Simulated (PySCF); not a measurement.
# F6P (hexafluorophosphate): the cost of one run

Programs: PySCF 2.14.0, with density-fitted response routines of our own. Each step states its level of theory. These are calculated values for one molecule, in the gas phase or a continuum, unless marked as measured. Atoms count from 0, in the outputs and in this text.

## Step 1: Starting geometry

7 atoms, charge -1, multiplicity 1; geometry from: GFN2-xTB.

Bonds of the start (Å): F0–P1 1.63, P1–F2 1.63, P1–F3 1.63, P1–F4 1.63, P1–F5 1.63, P1–F6 1.63.

## Step 2: Geometry optimisation at PBE0-D3(BJ)/def2-SVP

What the job is given:

```
{"job": {"xc": "PBE0", "basis": "def2-SVP", "d3": "d3bj", "grid": 1, "kind": "geom"}, "charge": -1, "multiplicity": 1}
F     -0.618281    -1.489140     0.220833
P      0.000454     0.000676    -0.003844
F      0.928687    -0.566989    -1.215911
F     -0.927792     0.568229     1.208208
F      1.187125    -0.331277     1.061597
F     -1.186071     0.332679    -1.069295
F      0.619211     1.490726    -0.228666
```

Command:

```sh
> OMP_NUM_THREADS=1 python probes_run.py task.json out
```

The driver reads the jobs from task.json and runs them one after another.

**Question.** How long does this first job take on 1 thread of Arm Neoverse N1, shared host, and how much memory does it need?

About 22 s, with a peak of 0.42 GiB.
